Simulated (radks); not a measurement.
# Spin polarisation of the 4f shell in Gd³⁺

One table from this session's results is given with a row withheld; the runs are named, their logs left out.

Program: radks (a radial shooting solver on a logarithmic mesh, Libxc functionals) version 1. Level of theory: non-relativistic Kohn-Sham, BLYP, spin-polarised, spherical densities, point nucleus. These are calculated values, not measurements, unless marked.

## Starting point

```
element       : gadolinium (Z = 64)
charge        : +3
electrons     : 61
configuration : [Xe] 4f(up 3.5, down 3.5)
```

A shell typed twice in an input gives spin up, then spin down.

Set-up of the first run:

Input:

```text
Z 64
configuration [Xe] 4f3.5 4f3.5
relativity non-relativistic
functional b88,lyp
spin polarised
nucleus point
```

Steps of the session up to this table: No moment.

One of the session's tables, all rows but one given; the rest of the session is left out.

It belongs to the step «No moment». From the orbitals of this run (lengths in bohr):

```
level     <r>  outermost maximum (interpolated)  90 % within  nodes
   3p  0.2503                             0.227        0.373      1
   3d  0.2221                             0.181        0.345      0
   4s  0.5875                             0.547        0.843      3
   4p  0.6012                             0.552        0.873      2
   4d  0.6362                             0.559        0.955      1
   5s   1.408                              1.27         2.02      4
   5p   1.566                              1.38         2.28      3
   4f       ?                                 ?            ?      ?
```

Estimate the missing values for 4f.

The run gave: <r>: 0.8165; outermost maximum (interpolated): 0.555; 90 % within: 1.38; nodes: 0. In the column «<r>» it lies between 4d (0.6362) and 5s (1.408).
